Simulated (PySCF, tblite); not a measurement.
# C₆H₁₅NSi: geometry, infrared bands and NMR shifts

Aim: predict the infrared bands and NMR shifts of C₆H₁₅NSi (`CC(C)[C@@H]1CN[SiH2]C1`).

The runs use tblite 0.8.0 and PySCF 2.14.0, with density-fitted response routines of our own; the level of theory stands in each step. All values are computed, except where a source is named. Atoms count from 0, in the outputs and in this text.

### 1 The molecule as given

23 atoms, charge 0, multiplicity 1; geometry from: force field or distance geometry start.

Bonds of the start (Å): C0–C1 1.53, C1–C2 1.52, C1–C3 1.55, C3–C4 1.56, C4–N5 1.48, N5–Si6 1.74, Si6–C7 1.89, C7–C3 1.55, C0–H8 1.10, C0–H9 1.10, C0–H10 1.09, C1–H11 1.09, C2–H12 1.08, C2–H13 1.09, C2–H14 1.11, C3–H15 1.11, C4–H16 1.10, C4–H17 1.09, N5–H18 1.02, Si6–H19 1.48, Si6–H20 1.47, C7–H21 1.10, C7–H22 1.09.

### 2 Geometry optimisation with GFN2-xTB

Job settings and geometry (Å):

```
{"job": {"kind": "relax", "xc": "GFN2-xTB", "basis": "xTB"}, "charge": 0, "multiplicity": 1}
C     -2.189200    -0.145800     0.999700
C     -1.283700     0.309800    -0.150100
C     -1.862700    -0.162000    -1.471700
C      0.165900    -0.205500     0.040900
C      0.810100     0.248700     1.390900
N      2.259800    -0.007800     1.294300
Si     2.860500     0.098800    -0.334600
C      1.133100     0.249800    -1.079600
H     -3.221500     0.187500     0.826900
H     -1.885200     0.280000     1.962600
H     -2.211300    -1.235800     1.093900
H     -1.267200     1.399900    -0.143100
H     -1.314600     0.245000    -2.313300
H     -1.866200    -1.251800    -1.553500
H     -2.909600     0.194700    -1.579700
H      0.142600    -1.312900     0.065000
H      0.644800     1.326900     1.543900
H      0.388900    -0.287700     2.242900
H      2.438200    -0.957900     1.614500
H      3.682800     1.317900    -0.490000
H      3.509100    -1.189400    -0.632400
H      0.941000     1.293300    -1.352200
H      1.029600    -0.368800    -1.965400
```

Started as:

```
$ OMP_NUM_THREADS=1 python probes_run.py task.json out
```

This one command runs all jobs of the session in turn.

**Question.** This job is followed by: GFN2-xTB harmonic vibrations, gas phase; GIAO PBE0/pcSseg-1 NMR shielding, non-relativistic, gas phase. Predict these results of the whole session: strongest single infrared mode (GFN2-xTB); zero-point energy (GFN2-xTB); 13C shifts against TMS (PBE0/pcSseg-1); 1H shifts against TMS (PBE0/pcSseg-1, means over atoms taken as alike); 15N shifts against NH3 (PBE0/pcSseg-1); 29Si shifts against TMS (PBE0/pcSseg-1).

As calculated:

| quantity | value |
| --- | --- |
| strongest single infrared mode (GFN2-xTB) | 2194 cm⁻¹, 479 km/mol |
| zero-point energy (GFN2-xTB) | 124.9 kcal/mol |
| 13C shifts against TMS (PBE0/pcSseg-1) | 55.5, 49.4, 39.2, 24.7, 23.9, 17.1 ppm |
| 1H shifts against TMS (PBE0/pcSseg-1, means over atoms taken as alike) | 5.01, 4.96, 3.53, 2.76, 1.35, 1.28, 1.12, 1.11, 0.92, 0.49, -0.06 ppm |
| 15N shifts against NH3 (PBE0/pcSseg-1) | 23.4 ppm |
| 29Si shifts against TMS (PBE0/pcSseg-1) | -25.1 ppm |

What this shows: The optimisation took 62 steps and gained 0.289 eV; among the close pairs (by a distance rule), C3–C4 changed most, from 1.563 to 1.533 Å. All 63 modes are real, so the xTB geometry is a minimum. The strongest single mode, at 2194 cm⁻¹, moves mainly H19. GFN2-xTB is a fitted tight-binding method: band positions and strengths are rough. Its intensities can rank the bands wrongly. At PBE0/pcSseg-1: Shielding is most anisotropic at N5 (span 120 ppm, paramagnetic term -77 ppm).
